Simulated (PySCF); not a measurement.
# CH₈SSeSi₂: core binding energies at several levels of theory, part 2 of 3

PySCF 2.14.0. Atoms count from 0.

### 5 Core holes by ΔSCF: PBE, X2C

Job settings and geometry (Å):

```
{"job": {"kind": "xps", "xc": "PBE"}, "charge": 0, "multiplicity": 1}
Si     1.725245    -0.100648     0.107580
C      0.399625     0.219758    -1.200453
S     -0.849497     1.437625    -0.631282
Si    -1.991853     0.252233     0.746372
Se    -4.107166     1.084224     0.788503
H      2.735770    -1.083724    -0.395603
H      2.402719     1.179154     0.463939
H      1.066291    -0.664640     1.325652
H      0.849762     0.663708    -2.102552
H     -0.096240    -0.712535    -1.516458
H     -1.914187    -1.163619     0.272089
H     -1.550731     0.325345     2.168827
H     -4.250705     0.966696    -0.672015
```

Method: delta-SCF UKS PBE, pcX-2 on the ionised atom, pcseg-1 elsewhere, spin-free X2C.

Standard output:

```text
ground state, core basis on atom 0 (Si), 177 functions
  cycle   1  E = -3444.65655090  |g| = 3.54e-01
  cycle   2  E = -3444.60794721  |g| = 5.30e-01
  cycle   3  E = -3444.69436177  |g| = 8.69e-02
  cycle   4  E = -3444.69672724  |g| = 2.97e-02
  cycle   5  E = -3444.69699833  |g| = 8.88e-03
  cycle   6  E = -3444.69702667  |g| = 3.10e-03
  cycle   7  E = -3444.69703055  |g| = 5.53e-04
  cycle   8  E = -3444.69703148  |g| = 1.44e-04
  E(ground) = -3444.69866948 Eh
hole in Si 1s of atom 0
  cycle   1  E = -3375.86901009  |g| = 4.42e+00
  cycle   2  E = -3371.61507276  |g| = 3.27e+00
  cycle   3  E = -3354.37340802  |g| = 3.39e+00
  cycle   4  E = -3375.34463492  |g| = 1.12e+00
  cycle   5  E = -3376.22176051  |g| = 1.03e+00
  cycle   6  E = -3376.87086592  |g| = 3.16e-01
  cycle   7  E = -3376.93765358  |g| = 1.56e-01
  cycle   8  E = -3376.95482299  |g| = 8.72e-02
  cycle   9  E = -3376.95897554  |g| = 3.34e-02
  cycle  10  E = -3376.95972534  |g| = 1.11e-02
  cycle  11  E = -3376.95980312  |g| = 2.09e-03
  cycle  12  E = -3376.95980418  |g| = 9.17e-04
  cycle  13  E = -3376.95980640  |g| = 2.55e-04
  E(ion) = -3376.96138742 Eh   <S^2> = 0.7515   hole on atom = 1.000   binding energy = 1843.225 eV
hole in Si 2p of atom 0
  cycle   1  E = -3440.45516127  |g| = 1.23e+00
  cycle   2  E = -3437.36839384  |g| = 2.17e+00
  cycle   3  E = -3440.42782150  |g| = 6.76e-01
  cycle   4  E = -3440.75622026  |g| = 2.39e-01
  cycle   5  E = -3440.76764496  |g| = 1.92e-01
  cycle   6  E = -3440.78828703  |g| = 3.46e-02
  cycle   7  E = -3440.78900696  |g| = 1.01e-02
  cycle   8  E = -3440.78907761  |g| = 4.12e-03
  cycle   9  E = -3440.78908894  |g| = 1.15e-03
  cycle  10  E = -3440.78909056  |g| = 3.73e-04
  E(ion) = -3440.79067812 Eh   <S^2> = 0.7519   hole on atom = 1.002   binding energy = 106.342 eV
  2p3/2 = 106.140 eV   2p1/2 = 106.763 eV
ground state, core basis on atom 1 (C), 166 functions
  cycle   1  E = -3444.63123649  |g| = 7.45e-02
  cycle   2  E = -3444.63096108  |g| = 3.88e-02
  cycle   3  E = -3444.63081819  |g| = 4.58e-02
  cycle   4  E = -3444.63140220  |g| = 6.09e-03
  cycle   5  E = -3444.63141781  |g| = 6.10e-04
  cycle   6  E = -3444.63141363  |g| = 1.76e-04
  E(ground) = -3444.63283287 Eh
hole in C 1s of atom 1
  cycle   1  E = -3433.38332393  |g| = 1.53e+00
  cycle   2  E = -3430.16039937  |g| = 2.69e+00
  cycle   3  E = -3433.55403364  |g| = 7.36e-01
  cycle   4  E = -3433.68148677  |g| = 6.02e-01
  cycle   5  E = -3433.95518219  |g| = 1.33e-01
  cycle   6  E = -3433.96161073  |g| = 1.10e-01
  cycle   7  E = -3433.97013225  |g| = 1.90e-02
  cycle   8  E = -3433.97033367  |g| = 5.84e-03
  cycle   9  E = -3433.97036056  |g| = 1.31e-03
  cycle  10  E = -3433.97036390  |g| = 3.28e-04
  E(ion) = -3433.97193261 Eh   <S^2> = 0.7643   hole on atom = 1.000   binding energy = 290.098 eV
ground state, core basis on atom 2 (S), 177 functions
  cycle   1  E = -3444.76757390  |g| = 3.54e-01
  cycle   2  E = -3444.76750338  |g| = 5.28e-02
  cycle   3  E = -3444.76692706  |g| = 6.22e-02
  cycle   4  E = -3444.76781353  |g| = 1.61e-02
  cycle   5  E = -3444.76788970  |g| = 3.41e-03
  cycle   6  E = -3444.76789144  |g| = 7.69e-04
  cycle   7  E = -3444.76789293  |g| = 1.07e-04
  E(ground) = -3444.76982902 Eh
hole in S 1s of atom 2
  cycle   1  E = -3352.67142805  |g| = 5.18e+00
  cycle   2  E = -3350.56480868  |g| = 2.94e+00
  cycle   3  E = -3341.32836091  |g| = 3.40e+00
  cycle   4  E = -3353.82253615  |g| = 3.55e-01
  cycle   5  E = -3353.80217083  |g| = 3.81e-01
  cycle   6  E = -3353.89802494  |g| = 7.82e-02
  cycle   7  E = -3353.90210842  |g| = 2.19e-02
  cycle   8  E = -3353.90245928  |g| = 6.06e-03
  cycle   9  E = -3353.90248623  |g| = 1.44e-03
  cycle  10  E = -3353.90248712  |g| = 3.83e-04
  E(ion) = -3353.90436345 Eh   <S^2> = 0.7513   hole on atom = 1.000   binding energy = 2472.575 eV
hole in S 2p of atom 2
  cycle   1  E = -3438.13374046  |g| = 1.54e+00
  cycle   2  E = -3435.89554148  |g| = 2.06e+00
  cycle   3  E = -3437.90251856  |g| = 9.64e-01
  cycle   4  E = -3438.56020082  |g| = 1.84e-01
  cycle   5  E = -3438.55027458  |g| = 2.40e-01
  cycle   6  E = -3438.58316887  |g| = 3.27e-02
  cycle   7  E = -3438.58373085  |g| = 1.42e-02
  cycle   8  E = -3438.58388623  |g| = 3.22e-03
  cycle   9  E = -3438.58389357  |g| = 8.10e-04
  cycle  10  E = -3438.58389376  |g| = 2.36e-04
  E(ion) = -3438.58574873 Eh   <S^2> = 0.7514   hole on atom = 1.001   binding energy = 168.277 eV
  2p3/2 = 168.000 eV   2p1/2 = 169.241 eV
ground state, core basis on atom 3 (Si), 177 functions
  cycle   1  E = -3444.69626690  |g| = 2.67e-01
  cycle   2  E = -3444.69613053  |g| = 4.87e-02
  cycle   3  E = -3444.69553590  |g| = 5.91e-02
  cycle   4  E = -3444.69645060  |g| = 1.39e-02
  cycle   5  E = -3444.69651284  |g| = 2.07e-03
  cycle   6  E = -3444.69651131  |g| = 4.68e-04
  E(ground) = -3444.69954700 Eh
hole in Si 1s of atom 3
  cycle   1  E = -3375.83214530  |g| = 4.42e+00
  cycle   2  E = -3374.42716030  |g| = 2.85e+00
  cycle   3  E = -3375.18186929  |g| = 1.44e+00
  cycle   4  E = -3376.63001387  |g| = 6.76e-01
  cycle   5  E = -3376.92317504  |g| = 1.69e-01
  cycle   6  E = -3376.92939657  |g| = 1.17e-01
  cycle   7  E = -3376.93752364  |g| = 3.81e-02
  cycle   8  E = -3376.93860317  |g| = 8.50e-03
  cycle   9  E = -3376.93865480  |g| = 2.16e-03
  cycle  10  E = -3376.93865876  |g| = 4.84e-04
  E(ion) = -3376.94168912 Eh   <S^2> = 0.7516   hole on atom = 1.000   binding energy = 1843.785 eV
hole in Si 2p of atom 3
  cycle   1  E = -3440.42339462  |g| = 1.24e+00
  cycle   2  E = -3439.25540934  |g| = 1.79e+00
  cycle   3  E = -3440.53441830  |g| = 5.54e-01
  cycle   4  E = -3440.74384530  |g| = 2.06e-01
  cycle   5  E = -3440.76942838  |g| = 6.97e-02
  cycle   6  E = -3440.77243311  |g| = 2.38e-02
  cycle   7  E = -3440.77282018  |g| = 6.59e-03
  cycle   8  E = -3440.77285671  |g| = 2.10e-03
  cycle   9  E = -3440.77285950  |g| = 4.89e-04
  E(ion) = -3440.77585813 Eh   <S^2> = 0.7518   hole on atom = 1.002   binding energy = 106.769 eV
  2p3/2 = 106.606 eV   2p1/2 = 107.234 eV
```

Wall time 38 s (1 thread of Arm Neoverse V1, shared host); peak memory 0.64 GiB.

The holes in one table. −ε is the ground-state orbital energy:

| hole | stands for | environment | ΔSCF (eV; 2p as the shell's mean) | −ε (eV) | ⟨S²⟩ |
| --- | --- | --- | --- | --- | --- |
| Si1s on Si0 | Si0 | silicon bonded to C, 3 H | 1843.23 | 1783.6 | 0.752 |
| Si2p on Si0 | Si0 | silicon bonded to C, 3 H | 106.35 | 94.2 | 0.752 |
| C1s on C1 | C1 | sp3 CH2 bonded to S and Si | 290.10 | 270.2 | 0.764 |
| S1s on S2 | S2 | sulfur bonded to C, Si | 2472.58 | 2403.0 | 0.751 |
| S2p on S2 | S2 | sulfur bonded to C, Si | 168.41 | 154.8 | 0.751 |
| Si1s on Si3 | Si3 | silicon bonded to S, Se, 2 H | 1843.79 | 1784.6 | 0.752 |
| Si2p on Si3 | Si3 | silicon bonded to S, Se, 2 H | 106.82 | 95.1 | 0.752 |

With the spin-orbit splitting: Si0 2p3/2 106.14, 2p1/2 106.76 eV; S2 2p3/2 168.00, 2p1/2 169.24 eV; Si3 2p3/2 106.61, 2p1/2 107.23 eV. The table gives each 2p level as the mean over the whole 2p shell (two parts 2p3/2, one part 2p1/2), which differs a little from the single hole in the log.

### 6 X-ray photoelectron lines: HF, X2C

The job, as its differences from that of step 5:

```diff
@@ -1,2 +1,2 @@
-{"job": {"kind": "xps", "xc": "PBE"}, "charge": 0, "multiplicity": 1}
+{"job": {"kind": "xps", "xc": "HF"}, "charge": 0, "multiplicity": 1}
 Si     1.725245    -0.100648     0.107580
```

With the program's defaults for keys left out, this is: delta-SCF UKS HF, pcX-2 on the ionised atom, pcseg-1 elsewhere, spin-free X2C.

Standard output:

```text
ground state, core basis on atom 0 (Si), 177 functions
  cycle   1  E = -3441.54936096  |g| = 4.32e-01
  cycle   2  E = -3441.62157734  |g| = 1.91e-01
  cycle   3  E = -3441.63326309  |g| = 4.96e-02
  cycle   4  E = -3441.63462995  |g| = 1.14e-02
  cycle   5  E = -3441.63468893  |g| = 3.27e-03
  cycle   6  E = -3441.63469578  |g| = 9.92e-04
  cycle   7  E = -3441.63469653  |g| = 2.46e-04
  E(ground) = -3441.63469653 Eh
hole in Si 1s of atom 0
  cycle   1  E = -3372.68511424  |g| = 4.32e+00
  cycle   2  E = -3373.63855413  |g| = 1.00e+00
  cycle   3  E = -3373.73630992  |g| = 8.06e-02
  cycle   4  E = -3373.73825337  |g| = 1.59e-02
  cycle   5  E = -3373.73843232  |g| = 5.53e-03
  cycle   6  E = -3373.73847880  |g| = 2.62e-03
  cycle   7  E = -3373.73849410  |g| = 1.44e-03
  cycle   8  E = -3373.73849981  |g| = 7.04e-04
  cycle   9  E = -3373.73850126  |g| = 3.04e-04
  E(ion) = -3373.73850126 Eh   <S^2> = 0.7550   hole on atom = 1.000   binding energy = 1847.550 eV
hole in Si 2p of atom 0
  cycle   1  E = -3437.39670904  |g| = 1.20e+00
  cycle   2  E = -3437.68918155  |g| = 3.93e-01
  cycle   3  E = -3437.71778075  |g| = 3.12e-02
  cycle   4  E = -3437.71844154  |g| = 1.25e-02
  cycle   5  E = -3437.71861299  |g| = 6.35e-03
  cycle   6  E = -3437.71869318  |g| = 3.26e-03
  cycle   7  E = -3437.71871786  |g| = 1.60e-03
  cycle   8  E = -3437.71872494  |g| = 6.61e-04
  cycle   9  E = -3437.71872610  |g| = 2.49e-04
  E(ion) = -3437.71872610 Eh   <S^2> = 0.7614   hole on atom = 1.002   binding energy = 106.559 eV
  2p3/2 = 106.365 eV   2p1/2 = 106.959 eV
ground state, core basis on atom 1 (C), 166 functions
  cycle   1  E = -3441.56982090  |g| = 2.90e-02
  cycle   2  E = -3441.56994483  |g| = 5.85e-03
  cycle   3  E = -3441.56995380  |g| = 2.74e-03
  cycle   4  E = -3441.56995607  |g| = 4.40e-04
  E(ground) = -3441.56995607 Eh
hole in C 1s of atom 1
  cycle   1  E = -3430.29856664  |g| = 1.50e+00
  cycle   2  E = -3430.58804657  |g| = 9.06e-01
  cycle   3  E = -3430.87443778  |g| = 1.29e-01
  cycle   4  E = -3430.88239470  |g| = 2.56e-02
  cycle   5  E = -3430.88320604  |g| = 1.57e-02
  cycle   6  E = -3430.88376326  |g| = 8.93e-03
  cycle   7  E = -3430.88402289  |g| = 3.74e-03
  cycle   8  E = -3430.88406858  |g| = 1.59e-03
  cycle   9  E = -3430.88407643  |g| = 8.34e-04
  cycle  10  E = -3430.88407904  |g| = 3.67e-04
  E(ion) = -3430.88407904 Eh   <S^2> = 0.8035   hole on atom = 1.000   binding energy = 290.778 eV
ground state, core basis on atom 2 (S), 177 functions
  cycle   1  E = -3441.70459266  |g| = 9.91e-02
  cycle   2  E = -3441.70481344  |g| = 1.07e-02
  cycle   3  E = -3441.70483081  |g| = 4.18e-03
  cycle   4  E = -3441.70483548  |g| = 1.12e-03
  cycle   5  E = -3441.70483615  |g| = 3.78e-04
  E(ground) = -3441.70483615 Eh
hole in S 1s of atom 2
  cycle   1  E = -3349.46132922  |g| = 5.05e+00
  cycle   2  E = -3350.49130489  |g| = 1.16e+00
  cycle   3  E = -3350.64958321  |g| = 1.46e-01
  cycle   4  E = -3350.65661899  |g| = 3.06e-02
  cycle   5  E = -3350.65705536  |g| = 6.31e-03
  cycle   6  E = -3350.65709388  |g| = 2.99e-03
  cycle   7  E = -3350.65710659  |g| = 1.40e-03
  cycle   8  E = -3350.65711177  |g| = 6.20e-04
  cycle   9  E = -3350.65711295  |g| = 2.75e-04
  E(ion) = -3350.65711295 Eh   <S^2> = 0.7542   hole on atom = 1.000   binding energy = 2477.535 eV
hole in S 2p of atom 2
  cycle   1  E = -3435.06730090  |g| = 1.49e+00
  cycle   2  E = -3435.43076535  |g| = 5.69e-01
  cycle   3  E = -3435.50409985  |g| = 3.84e-02
  cycle   4  E = -3435.50517175  |g| = 1.69e-02
  cycle   5  E = -3435.50542245  |g| = 7.81e-03
  cycle   6  E = -3435.50552896  |g| = 4.53e-03
  cycle   7  E = -3435.50558123  |g| = 2.07e-03
  cycle   8  E = -3435.50559522  |g| = 7.62e-04
  cycle   9  E = -3435.50559687  |g| = 3.02e-04
  E(ion) = -3435.50559687 Eh   <S^2> = 0.7665   hole on atom = 1.001   binding energy = 168.690 eV
  2p3/2 = 168.278 eV   2p1/2 = 169.462 eV
ground state, core basis on atom 3 (Si), 177 functions
  cycle   1  E = -3441.63600679  |g| = 7.29e-02
  cycle   2  E = -3441.63621569  |g| = 8.04e-03
  cycle   3  E = -3441.63623103  |g| = 2.75e-03
  cycle   4  E = -3441.63623383  |g| = 8.69e-04
  cycle   5  E = -3441.63623438  |g| = 2.57e-04
  E(ground) = -3441.63623438 Eh
hole in Si 1s of atom 3
  cycle   1  E = -3372.64175126  |g| = 4.32e+00
  cycle   2  E = -3373.52816288  |g| = 1.09e+00
  cycle   3  E = -3373.69456731  |g| = 1.79e-01
  cycle   4  E = -3373.71113442  |g| = 5.13e-02
  cycle   5  E = -3373.71288575  |g| = 8.21e-03
  cycle   6  E = -3373.71302302  |g| = 3.86e-03
  cycle   7  E = -3373.71305453  |g| = 2.14e-03
  cycle   8  E = -3373.71306796  |g| = 1.08e-03
  cycle   9  E = -3373.71307248  |g| = 5.61e-04
  cycle  10  E = -3373.71307391  |g| = 1.92e-04
  E(ion) = -3373.71307391 Eh   <S^2> = 0.7565   hole on atom = 1.000   binding energy = 1848.283 eV
hole in Si 2p of atom 3
  cycle   1  E = -3437.35708284  |g| = 1.21e+00
  cycle   2  E = -3437.61331011  |g| = 4.97e-01
  cycle   3  E = -3437.69245089  |g| = 7.20e-02
  cycle   4  E = -3437.69596790  |g| = 2.23e-02
  cycle   5  E = -3437.69651346  |g| = 8.25e-03
  cycle   6  E = -3437.69669843  |g| = 4.70e-03
  cycle   7  E = -3437.69676273  |g| = 2.62e-03
  cycle   8  E = -3437.69679039  |g| = 1.25e-03
  cycle   9  E = -3437.69679742  |g| = 4.66e-04
  E(ion) = -3437.69679742 Eh   <S^2> = 0.7701   hole on atom = 1.002   binding energy = 107.198 eV
  2p3/2 = 106.983 eV   2p1/2 = 107.577 eV
```

Run time: 68 s. Hardware: 1 thread of Arm Neoverse V1, shared host; peak memory 0.64 GiB.

Binding energies by hole, beside the orbital energy of the ground state; the difference holds orbital relaxation and, for a density functional, its self-interaction error:

```csv
hole,stands for,environment,ΔSCF (eV; 2p as the shell's mean),−ε (eV),⟨S²⟩
Si1s on Si0,Si0,"silicon bonded to C, 3 H",1847.55,1876.2,0.755
Si2p on Si0,Si0,"silicon bonded to C, 3 H",106.56,115.3,0.761
C1s on C1,C1,sp3 CH2 bonded to S and Si,290.78,306.7,0.804
S1s on S2,S2,"sulfur bonded to C, Si",2477.53,2510.1,0.754
S2p on S2,S2,"sulfur bonded to C, Si",168.67,180.6,0.766
Si1s on Si3,Si3,"silicon bonded to S, Se, 2 H",1848.28,1877.4,0.756
Si2p on Si3,Si3,"silicon bonded to S, Se, 2 H",107.18,116.4,0.770
```

With the spin-orbit splitting: Si0 2p3/2 106.36, 2p1/2 106.96 eV; S2 2p3/2 168.28, 2p1/2 169.46 eV; Si3 2p3/2 106.98, 2p1/2 107.58 eV. The table gives each 2p level as the mean over the whole 2p shell (two parts 2p3/2, one part 2p1/2), which differs a little from the single hole in the log.

### 7 Core-electron binding energies: SCAN, X2C

The job, as its differences from that of step 6:

```diff
@@ -1,2 +1,2 @@
-{"job": {"kind": "xps", "xc": "HF"}, "charge": 0, "multiplicity": 1}
+{"job": {"kind": "xps", "basis": "pcX-1"}, "charge": 0, "multiplicity": 1}
 Si     1.725245    -0.100648     0.107580
```

Method: delta-SCF UKS SCAN, pcX-1 on the ionised atom, pcseg-1 elsewhere, spin-free X2C.

Standard output:

```text
ground state, core basis on atom 0 (Si), 157 functions
  cycle   1  E = -3445.66322730  |g| = 3.59e-01
  cycle   2  E = -3445.63079862  |g| = 4.78e-01
  cycle   3  E = -3445.70307768  |g| = 6.90e-02
  cycle   4  E = -3445.70465719  |g| = 2.65e-02
  cycle   5  E = -3445.70487673  |g| = 6.55e-03
  cycle   6  E = -3445.70489711  |g| = 2.78e-03
  cycle   7  E = -3445.70489857  |g| = 7.54e-04
  cycle   8  E = -3445.70490151  |g| = 2.08e-04
  E(ground) = -3445.74982635 Eh
hole in Si 1s of atom 0
  cycle   1  E = -3376.77229577  |g| = 4.35e+00
  cycle   2  E = -3374.62938190  |g| = 2.59e+00
  cycle   3  E = -3364.04753787  |g| = 2.80e+00
  cycle   4  E = -3377.71487592  |g| = 4.16e-01
  cycle   5  E = -3377.71061866  |g| = 4.28e-01
  cycle   6  E = -3377.82958729  |g| = 6.38e-02
  cycle   7  E = -3377.83215363  |g| = 2.03e-02
  cycle   8  E = -3377.83243787  |g| = 6.41e-03
  cycle   9  E = -3377.83246622  |g| = 2.84e-03
  cycle  10  E = -3377.83246885  |g| = 6.32e-04
  cycle  11  E = -3377.83246794  |g| = 2.61e-04
  E(ion) = -3377.88620879 Eh   <S^2> = 0.7523   hole on atom = 1.000   binding energy = 1846.663 eV
hole in Si 2p of atom 0
  cycle   1  E = -3441.42798359  |g| = 1.23e+00
  cycle   2  E = -3439.54721279  |g| = 1.60e+00
  cycle   3  E = -3441.36643734  |g| = 6.94e-01
  cycle   4  E = -3441.72945912  |g| = 1.62e-01
  cycle   5  E = -3441.74033188  |g| = 1.44e-01
  cycle   6  E = -3441.75235874  |g| = 2.74e-02
  cycle   7  E = -3441.75275475  |g| = 9.68e-03
  cycle   8  E = -3441.75281982  |g| = 3.72e-03
  cycle   9  E = -3441.75283147  |g| = 9.24e-04
  cycle  10  E = -3441.75283127  |g| = 3.94e-04
  E(ion) = -3441.80965299 Eh   <S^2> = 0.7523   hole on atom = 1.002   binding energy = 107.218 eV
  2p3/2 = 107.004 eV   2p1/2 = 107.624 eV
ground state, core basis on atom 1 (C), 145 functions
  cycle   1  E = -3445.60627627  |g| = 4.68e-02
  cycle   2  E = -3445.60601771  |g| = 5.51e-02
  cycle   3  E = -3445.60680109  |g| = 1.26e-02
  cycle   4  E = -3445.60684831  |g| = 3.13e-03
  cycle   5  E = -3445.60685134  |g| = 6.21e-04
  cycle   6  E = -3445.60685119  |g| = 1.18e-04
  E(ground) = -3445.69332207 Eh
hole in C 1s of atom 1
  cycle   1  E = -3434.32297525  |g| = 1.51e+00
  cycle   2  E = -3431.82247781  |g| = 2.35e+00
  cycle   3  E = -3434.48850231  |g| = 7.66e-01
  cycle   4  E = -3434.85318089  |g| = 3.14e-01
  cycle   5  E = -3434.90231829  |g| = 1.36e-01
  cycle   6  E = -3434.91225106  |g| = 2.71e-02
  cycle   7  E = -3434.91276249  |g| = 6.95e-03
  cycle   8  E = -3434.91279897  |g| = 4.02e-03
  cycle   9  E = -3434.91281075  |g| = 1.69e-03
  cycle  10  E = -3434.91281692  |g| = 7.73e-04
  cycle  11  E = -3434.91281829  |g| = 3.12e-04
  E(ion) = -3435.00025446 Eh   <S^2> = 0.7766   hole on atom = 1.000   binding energy = 290.973 eV
ground state, core basis on atom 2 (S), 157 functions
  cycle   1  E = -3445.75271061  |g| = 2.64e-01
  cycle   2  E = -3445.75194149  |g| = 7.11e-02
  cycle   3  E = -3445.75041225  |g| = 1.03e-01
  cycle   4  E = -3445.75337843  |g| = 5.33e-03
  cycle   5  E = -3445.75338184  |g| = 3.81e-03
  cycle   6  E = -3445.75338454  |g| = 3.75e-04
  E(ground) = -3445.82463698 Eh
hole in S 1s of atom 2
  cycle   1  E = -3353.51319680  |g| = 5.08e+00
  cycle   2  E = -3352.07529831  |g| = 2.50e+00
  cycle   3  E = -3341.27837550  |g| = 3.63e+00
  cycle   4  E = -3354.50293295  |g| = 6.24e-01
  cycle   5  E = -3354.69483549  |g| = 2.60e-01
  cycle   6  E = -3354.73060559  |g| = 1.33e-01
  cycle   7  E = -3354.74299704  |g| = 3.78e-02
  cycle   8  E = -3354.74400347  |g| = 1.09e-02
  cycle   9  E = -3354.74407724  |g| = 3.38e-03
  cycle  10  E = -3354.74407857  |g| = 1.39e-03
  cycle  11  E = -3354.74408245  |g| = 3.05e-04
  E(ion) = -3354.80779093 Eh   <S^2> = 0.7515   hole on atom = 1.000   binding energy = 2476.695 eV
hole in S 2p of atom 2
  cycle   1  E = -3439.07097395  |g| = 1.52e+00
  cycle   2  E = -3437.32681890  |g| = 1.75e+00
  cycle   3  E = -3436.79575417  |g| = 1.54e+00
  cycle   4  E = -3439.45289121  |g| = 3.22e-01
  cycle   5  E = -3439.49931937  |g| = 2.02e-01
  cycle   6  E = -3439.52363154  |g| = 5.58e-02
  cycle   7  E = -3439.52577411  |g| = 3.04e-02
  cycle   8  E = -3439.52633603  |g| = 9.52e-03
  cycle   9  E = -3439.52639457  |g| = 2.85e-03
  cycle  10  E = -3439.52640183  |g| = 8.04e-04
  cycle  11  E = -3439.52640457  |g| = 4.05e-04
  E(ion) = -3439.60503594 Eh   <S^2> = 0.7532   hole on atom = 1.001   binding energy = 169.244 eV
  2p3/2 = 169.020 eV   2p1/2 = 170.267 eV
ground state, core basis on atom 3 (Si), 157 functions
  cycle   1  E = -3445.70229126  |g| = 1.83e-01
  cycle   2  E = -3445.70195265  |g| = 5.27e-02
  cycle   3  E = -3445.70150959  |g| = 5.91e-02
  cycle   4  E = -3445.70270086  |g| = 7.45e-03
  cycle   5  E = -3445.70270628  |g| = 1.31e-03
  cycle   6  E = -3445.70270429  |g| = 2.63e-04
  E(ground) = -3445.74862399 Eh
hole in Si 1s of atom 3
  cycle   1  E = -3376.73270400  |g| = 4.35e+00
  cycle   2  E = -3376.13182360  |g| = 2.40e+00
  cycle   3  E = -3376.64204096  |g| = 1.21e+00
  cycle   4  E = -3377.68047787  |g| = 4.22e-01
  cycle   5  E = -3377.80057939  |g| = 9.95e-02
  cycle   6  E = -3377.80380744  |g| = 6.33e-02
  cycle   7  E = -3377.80651373  |g| = 1.60e-02
  cycle   8  E = -3377.80670849  |g| = 4.01e-03
  cycle   9  E = -3377.80671775  |g| = 1.29e-03
  cycle  10  E = -3377.80672210  |g| = 4.41e-04
  E(ion) = -3377.86235924 Eh   <S^2> = 0.7528   hole on atom = 1.000   binding energy = 1847.279 eV
hole in Si 2p of atom 3
  cycle   1  E = -3441.39320020  |g| = 1.24e+00
  cycle   2  E = -3440.72709291  |g| = 1.44e+00
  cycle   3  E = -3441.54572961  |g| = 4.94e-01
  cycle   4  E = -3441.72055015  |g| = 1.30e-01
  cycle   5  E = -3441.73057042  |g| = 4.73e-02
  cycle   6  E = -3441.73198780  |g| = 1.64e-02
  cycle   7  E = -3441.73217682  |g| = 4.49e-03
  cycle   8  E = -3441.73219082  |g| = 1.33e-03
  cycle   9  E = -3441.73219315  |g| = 3.00e-04
  E(ion) = -3441.79022263 Eh   <S^2> = 0.7519   hole on atom = 1.003   binding energy = 107.714 eV
  2p3/2 = 107.546 eV   2p1/2 = 108.170 eV
```

It took 45 s on 1 thread of Arm Neoverse V1, shared host; peak memory 0.54 GiB.

The holes in one table. −ε is the ground-state orbital energy:

```
       hole  stands for                   environment  ΔSCF (eV; 2p as the shell's mean)  −ε (eV)   ⟨S²⟩
Si1s on Si0         Si0      silicon bonded to C, 3 H                            1846.66   1793.6  0.752
Si2p on Si0         Si0      silicon bonded to C, 3 H                             107.21     96.5  0.752
  C1s on C1          C1    sp3 CH2 bonded to S and Si                             290.97    274.7  0.777
  S1s on S2          S2        sulfur bonded to C, Si                            2476.69   2415.0  0.751
  S2p on S2          S2        sulfur bonded to C, Si                             169.44    158.2  0.753
Si1s on Si3         Si3  silicon bonded to S, Se, 2 H                            1847.28   1794.6  0.753
Si2p on Si3         Si3  silicon bonded to S, Se, 2 H                             107.75     97.4  0.752
```

With the spin-orbit splitting: Si0 2p3/2 107.00, 2p1/2 107.62 eV; S2 2p3/2 169.02, 2p1/2 170.27 eV; Si3 2p3/2 107.55, 2p1/2 108.17 eV. The table gives each 2p level as the mean over the whole 2p shell (two parts 2p3/2, one part 2p1/2), which differs a little from the single hole in the log.

[end of part 2 of 3]
